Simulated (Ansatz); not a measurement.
Write the native input for Ansatz 0.2.0 that does the following.

```yaml
Task: single point
Functional: PBE
Potentials_or_basis: Ansatz PAW
Cutoff: "420 eV (not typed: the program's choice for these potentials)"
k_mesh: 8 × 8 × 8
Occupations: fermi-dirac, width 0.05 eV
Spin: no spin polarisation
```

The system is RuAu.

```
CELL_PARAMETERS angstrom
3.16481 0.00000 0.00000
0.00000 3.16481 0.00000
0.00000 0.00000 3.16481
ATOMIC_POSITIONS crystal
Ru 0.00000 0.00000 0.00000
Au 0.50000 0.50000 0.50000
```

The cell was built by a generator and needn't be a form met in nature.

One way to write it, as run:

input.yaml

```yaml
crystal:
  lattice:
    - [3.16481, 0.0, 0.0]
    - [0.0, 3.16481, 0.0]
    - [0.0, 0.0, 3.16481]
  atoms:
    - { symbol: Ru, position: [0.0, 0.0, 0.0] }
    - { symbol: Au, position: [0.5, 0.5, 0.5] }
hamiltonian:
  xc: pbe
  pseudopotentials: { kind: paw }
kpoints:
  mp_grid: { grid: [8, 8, 8] }
scf:
  occupations: { method: fermi_dirac, width: 0.05 }
output:
  forces: true
  stress: true
  eigenvalues: true
```

Potentials or basis: Ansatz PAW.

Launch:

```bash
$ ansatz run input.yaml --threads 2 --pin off --max-ram 5632MiB --backend cpu --events-out ev --progress --plain --runs-dir out
```

It gave:

The pressure is 0.4 GPa. The band gap on the k mesh is none (metal or under the smearing width).

It took 1.7 s on 2 threads of Intel(R) Xeon(R) Processor @ 2.50GHz (Skylake/Cascade Lake), with other jobs on the host, peak memory 0.33 GiB.
